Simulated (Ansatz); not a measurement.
# C2H6BFO2: one species, many methods

Aim: compute C2H6BFO2 with functionals from several rungs and with coupled cluster. The yardstick is the atomisation energy at the CCSD(T) limit.

Method: functionals in def2-TZVPP, the program's frozen cores in correlated methods; program: Ansatz 0.2.0, Gaussian basis.

The runs, in order: LDA (SPW92), PBE-D4, revPBE-D4, BLYP-D4, r2SCAN-D4, B97M-V, PBE0-D4, B3LYP-D4, r2SCANh-D4, r2SCAN0-D4, HSE06-D4, BHLYP-D4, CAM-B3LYP-D4, LC-ωPBE, ωB97X-V, ωB97M-V, B2PLYP, PBE-QIDH; CCSD(T)/def2-SVP; CCSD(T)/def2-TZVPP; MP2/def2-QZVPP; extrapolation to the limit; RPA on PBE.

### 1 The relaxed structure

All runs share one geometry, relaxed beforehand with PBE0-D4 in a triple-zeta def2 set.

SMILES `COB(F)OC`, 12 atoms, charge 0, spin multiplicity 1.

Atoms are counted from 1 here; the program's logs count them from 0.

Bond lengths: C1–O2 1.414 Å, C1–H7 1.093 Å, C1–H8 1.093 Å, C1–H9 1.090 Å, O2–B3 1.349 Å, B3–F4 1.335 Å, B3–O5 1.353 Å, O5–C6 1.414 Å, C6–H10 1.092 Å, C6–H11 1.091 Å, C6–H12 1.092 Å. Angles: O2–C1–H7 111.2°, O2–C1–H8 111.2°, O2–C1–H9 107.4°, H7–C1–H8 108.5°, H7–C1–H9 109.2°, H8–C1–H9 109.2°, C1–O2–B3 120.4°, O2–B3–F4 117.2°, O2–B3–O5 121.5°, F4–B3–O5 121.3°, B3–O5–C6 122.6°, O5–C6–H10 108.9°, O5–C6–H11 111.8°, O5–C6–H12 108.9°, H10–C6–H11 109.2°, H10–C6–H12 108.8°, H11–C6–H12 109.2°.

### 2 LDA

This LDA is Slater exchange with PW92 correlation.

Contents of in.yaml:

```yaml
crystal:
  periodic: [false, false, false]
  atoms:
    - {symbol: C, position_ang: [-0.600294, -2.066501, -0.021872]}
    - {symbol: O, position_ang: [-1.308876, -0.927787, 0.425017]}
    - {symbol: B, position_ang: [-0.746167, 0.296317, 0.355446]}
    - {symbol: F, position_ang: [-1.470913, 1.328217, 0.795078]}
    - {symbol: O, position_ang: [0.501308, 0.473145, -0.138912]}
    - {symbol: C, position_ang: [1.113485, 1.744826, -0.222123]}
    - {symbol: H, position_ang: [-0.345696, -1.982613, -1.081440]}
    - {symbol: H, position_ang: [0.322231, -2.205716, 0.547380]}
    - {symbol: H, position_ang: [-1.246606, -2.931461, 0.124744]}
    - {symbol: H, position_ang: [1.366858, 1.947086, -1.264617]}
    - {symbol: H, position_ang: [0.458767, 2.535539, 0.148584]}
    - {symbol: H, position_ang: [2.032804, 1.733847, 0.366714]}
basis:
  gaussian: {orbitals: def2-TZVPP}
hamiltonian: {xc: lda}
output: {orbitals: {seedname: orbitals}}
```

After this run come: PBE-D4 (GGA); revPBE-D4 (GGA); BLYP-D4 (GGA); r2SCAN-D4 (meta-GGA); B97M-V (meta-GGA); PBE0-D4 (hybrid); B3LYP-D4 (hybrid); r2SCANh-D4 (hybrid); r2SCAN0-D4 (hybrid); HSE06-D4 (hybrid); BHLYP-D4 (hybrid); CAM-B3LYP-D4 (range-separated); LC-ωPBE-D4 (range-separated); ωB97X-V (range-separated); ωB97M-V (range-separated); B2PLYP (double hybrid); PBE-QIDH (double hybrid); CCSD(T) in def2-SVP; CCSD(T) in def2-TZVPP; MP2 in def2-QZVPP; RPA on PBE orbitals.

**Question.** What will the summary of the whole plan be? Wanted: atomisation energy, CCSD(T)/CBS; farthest beyond LDA; mean size of error, GGA; mean size of error, meta-GGA; mean size of error, hybrid; mean size of error, range-separated; mean size of error, double hybrid; gap, smallest and largest; T1 diagnostic.

The runs gave:

| quantity | value |
| --- | --- |
| atomisation energy, CCSD(T)/CBS | 52.414 eV |
| functionals within 0.262 eV (0.5 %) | BLYP-D4, B97M-V, PBE0-D4, B3LYP-D4, r2SCANh-D4, HSE06-D4, LC-ωPBE, ωB97X-V, ωB97M-V, PBE-QIDH |
| farthest beyond LDA | BHLYP-D4 (-1.663 eV) |
| mean size of error, GGA | 0.533 eV |
| mean size of error, meta-GGA | 0.176 eV |
| mean size of error, hybrid | 0.453 eV |
| mean size of error, range-separated | 0.194 eV |
| mean size of error, double hybrid | 0.313 eV |
| gap, smallest and largest | 6.93 eV (BLYP-D4), 14.23 eV (LC-ωPBE) |
| T1 diagnostic | 0.0117 |
| triples share of the correlation energy | 3.4 % |

The LDA atomisation energy is off by 8.070 eV (15 %): it overbinds. PBE-D4 misses by +1.217 eV. Double hybrids carry the basis error of their MP2 part in triple zeta, and no dispersion term here, so their miss is partly the set-up's. The rungs meta-GGA, range-separated miss on average by less than the doubt on the reference (0.262 eV), so they tie. Misses under about 0.262 eV are within the doubt on the reference itself, which lacks core-valence correlation, relativity and higher excitations. Hartree-Fock recovers 74 % of the binding; the rest is correlation. CCSD(T) in def2-SVP is off by -2.156 eV, which most functionals beat. The gap grows from 6.9 to 14.2 eV across the functionals, mostly with the share of exact exchange.
